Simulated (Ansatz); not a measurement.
Task: harmonic frequencies at the relaxed geometry of CH₆GeNP, SMILES C=[N][GeH2][PH2], with Ansatz 0.2.0 through its Python package. Give the script and its output. Use (for the species named): PBE0, def2-SVP basis, multiplicity 1.

```xyz
10

C    -1.3829    0.6953    0.9173
N    -1.3036    0.1306   -0.2319
Ge    0.0917   -1.0174   -0.6463
P     2.0726    0.1211   -0.5790
H    -0.6351    0.5149    1.6840
H    -2.2099    1.3629    1.1318
H     0.1265   -2.1814    0.3766
H    -0.1204   -1.5877   -2.0717
H     1.5487    1.2627   -1.3088
H     1.8123    0.6989    0.7279
```

`ch6genp_freq.py`:
```python
"""Vibrations of CH6GeNP."""

import ansatz
from ase import Atoms
import numpy as np

SETTINGS = {
    "basis_set": "def2-SVP",
    "xc": "pbe0",
}


def main() -> None:
    atoms = Atoms(["C", "N", "Ge", "P", "H", "H", "H", "H", "H", "H"], positions=[
        (-1.3829, 0.6953, 0.9173),
        (-1.3036, 0.1306, -0.2319),
        (0.0917, -1.0174, -0.6463),
        (2.0726, 0.1211, -0.579),
        (-0.6351, 0.5149, 1.684),
        (-2.2099, 1.3629, 1.1318),
        (0.1265, -2.1814, 0.3766),
        (-0.1204, -1.5877, -2.0717),
        (1.5487, 1.2627, -1.3088),
        (1.8123, 0.6989, 0.7279),
    ])
    molecule = ansatz.Crystal.molecule_from_ase(atoms)

    setup = (
        molecule.calculation()
        .basis(gaussian=SETTINGS["basis_set"])
        .functional(SETTINGS["xc"])
    )
    symbols = [site.symbol for site in molecule.cartesian_sites]
    start = np.array([site.position_ang for site in molecule.cartesian_sites], dtype=float)
    def progress(event):
        if event["event"] == "relax_step":
            row = event["data"]
            print(f"step {row['step']:3d}  E = {row['lagrangian_ev']:.6f} eV  largest force component {row['allowed_force_max_ev_ang']:.4f} eV/A")


    summary = setup.relax(force_tolerance=0.003).session().plan().execute(on_event=progress).report
    end = np.array(summary["positions_ang"])

    print("final positions (A) and the move of each atom")
    for symbol, xyz, old in zip(symbols, end, start):
        print(f"{symbol:2s} {xyz[0]:10.5f} {xyz[1]:10.5f} {xyz[2]:10.5f}   {np.linalg.norm(xyz - old):7.4f}")

    # same settings at the minimum
    minimum = ansatz.Crystal.molecule()
    for symbol, place in zip(symbols, end):
        minimum = minimum.atom(symbol, place.tolist())
    vibrating = (
        minimum.calculation()
        .basis(gaussian=SETTINGS["basis_set"])  # the orbital basis, by name
        .functional(SETTINGS["xc"])
        .phonons(temperatures=(298.15, 498.15, 100))
    )
    vib = vibrating.run().report["vibrations"]
    sums = vib["harmonic_sums"]
    modes = [m["omega_inv_cm"] for m in sums["modes_at_gamma"] if m["rigid_motion"] == "no"]
    for number, w in enumerate(modes, start=1):
        print(f"mode {number:2d} {w:9.1f} 1/cm {w / 8065.544 * 1000:8.2f} meV")
    print("imaginary modes:", sum(w < 0 for w in modes), " zero-point energy:", round(sums["zero_point_energy_ev"], 4), "eV")
    print("T (K)   F_vib (eV)   S_vib (meV/K)   C_vib (meV/K)")
    for row in zip(sums["temperatures_k"], sums["vibrational_free_energy_ev"], vib["entropy_ev_per_k"], vib["heat_capacity_ev_per_k"]):
        print(f"{row[0]:6.1f} {row[1]:11.4f} {1000 * row[2]:13.4f} {1000 * row[3]:15.4f}")

    # all hydrogen replaced by deuterium
    heavier = vibrating.phonons(masses={"H": 2.014102}).run().report["vibrations"]["harmonic_sums"]
    print("deuterated (1/cm):", " ".join(f"{m['omega_inv_cm']:.0f}" for m in heavier["modes_at_gamma"] if m["rigid_motion"] == "no"))
    print("zero-point energy falls by", round(sums["zero_point_energy_ev"] - heavier["zero_point_energy_ev"], 4), "eV")


if __name__ == "__main__":
    main()
```

Running `python ch6genp_freq.py` prints:
```text
step   1  E = -68405.234396 eV  largest force component 2.1032 eV/A
step   2  E = -68405.295050 eV  largest force component 0.8465 eV/A
step   3  E = -68405.281444 eV  largest force component 0.6728 eV/A
step   4  E = -68405.322594 eV  largest force component 0.1726 eV/A
step   5  E = -68405.326786 eV  largest force component 0.0306 eV/A
step   6  E = -68405.326794 eV  largest force component 0.0244 eV/A
step   7  E = -68405.326944 eV  largest force component 0.0462 eV/A
step   8  E = -68405.327172 eV  largest force component 0.0074 eV/A
step   9  E = -68405.327276 eV  largest force component 0.0190 eV/A
step  10  E = -68405.325479 eV  largest force component 0.3121 eV/A
step  11  E = -68405.328686 eV  largest force component 0.0700 eV/A
step  12  E = -68405.331089 eV  largest force component 0.1688 eV/A
step  13  E = -68405.325664 eV  largest force component 0.7320 eV/A
step  14  E = -68405.335866 eV  largest force component 0.1590 eV/A
step  15  E = -68405.340960 eV  largest force component 0.1365 eV/A
step  16  E = -68405.347290 eV  largest force component 0.2838 eV/A
step  17  E = -68405.351884 eV  largest force component 0.7309 eV/A
step  18  E = -68405.369058 eV  largest force component 0.0864 eV/A
step  19  E = -68405.373475 eV  largest force component 0.1650 eV/A
step  20  E = -68405.376116 eV  largest force component 0.1177 eV/A
step  21  E = -68405.376473 eV  largest force component 0.1730 eV/A
step  22  E = -68405.379424 eV  largest force component 0.0351 eV/A
step  23  E = -68405.379609 eV  largest force component 0.0571 eV/A
step  24  E = -68405.379711 eV  largest force component 0.0228 eV/A
step  25  E = -68405.379720 eV  largest force component 0.0206 eV/A
step  26  E = -68405.379628 eV  largest force component 0.0447 eV/A
step  27  E = -68405.379757 eV  largest force component 0.0046 eV/A
step  28  E = -68405.379761 eV  largest force component 0.0020 eV/A
final positions (A) and the move of each atom
C    -1.62438    0.56100    0.96351    0.2801
N    -1.03258    0.51978   -0.15155    0.4810
Ge    0.18104   -0.84495   -0.53026    0.2262
P     2.30523    0.03786   -0.83129    0.3531
H    -1.49964   -0.17895    1.78534    1.1132
H    -2.33409    1.38207    1.18116    0.1350
H     0.20697   -1.88336    0.62100    0.3938
H    -0.27787   -1.49656   -1.84477    0.2909
H     1.81122    1.14080   -1.59321    0.4058
H     2.26400    0.76222    0.39998    0.5618
mode  1      74.5 1/cm     9.24 meV
mode  2     116.7 1/cm    14.47 meV
mode  3     159.3 1/cm    19.75 meV
mode  4     263.9 1/cm    32.72 meV
mode  5     367.4 1/cm    45.56 meV
mode  6     422.8 1/cm    52.42 meV
mode  7     547.8 1/cm    67.91 meV
mode  8     572.5 1/cm    70.99 meV
mode  9     647.1 1/cm    80.24 meV
mode 10     672.8 1/cm    83.42 meV
mode 11     766.9 1/cm    95.09 meV
mode 12     779.0 1/cm    96.59 meV
mode 13     856.0 1/cm   106.13 meV
mode 14    1088.8 1/cm   134.99 meV
mode 15    1102.2 1/cm   136.65 meV
mode 16    1203.8 1/cm   149.25 meV
mode 17    1496.4 1/cm   185.53 meV
mode 18    1767.6 1/cm   219.15 meV
mode 19    2097.7 1/cm   260.08 meV
mode 20    2170.5 1/cm   269.11 meV
mode 21    2404.9 1/cm   298.17 meV
mode 22    2421.0 1/cm   300.17 meV
mode 23    2968.6 1/cm   368.06 meV
mode 24    3077.5 1/cm   381.56 meV
imaginary modes: 0  zero-point energy: 1.7386 eV
T (K)   F_vib (eV)   S_vib (meV/K)   C_vib (meV/K)
 298.1      1.6457        0.6907          0.7542
 398.1      1.5642        0.9365          0.9475
 498.1      1.4589        1.1661          1.1024
deuterated (1/cm): 68 87 142 224 313 354 403 468 511 552 569 576 610 781 884 968 1094 1492 1546 1718 1725 1741 2177 2290
zero-point energy falls by 0.4185 eV
```

Total energies depend on the basis set; only differences at equal settings carry meaning. The frequencies are harmonic and unscaled, in a modest basis. The result belongs to the one conformer reached from this start, and soft torsions count as harmonic oscillators. Finished in 10 min on 1 thread of Arm Neoverse V1 (shared host), peak memory 0.34 GiB.

(A comment or docstring line of the script was reworded after the run, the code is as it ran; lines on the test bed's own set-up are left out of the output.)
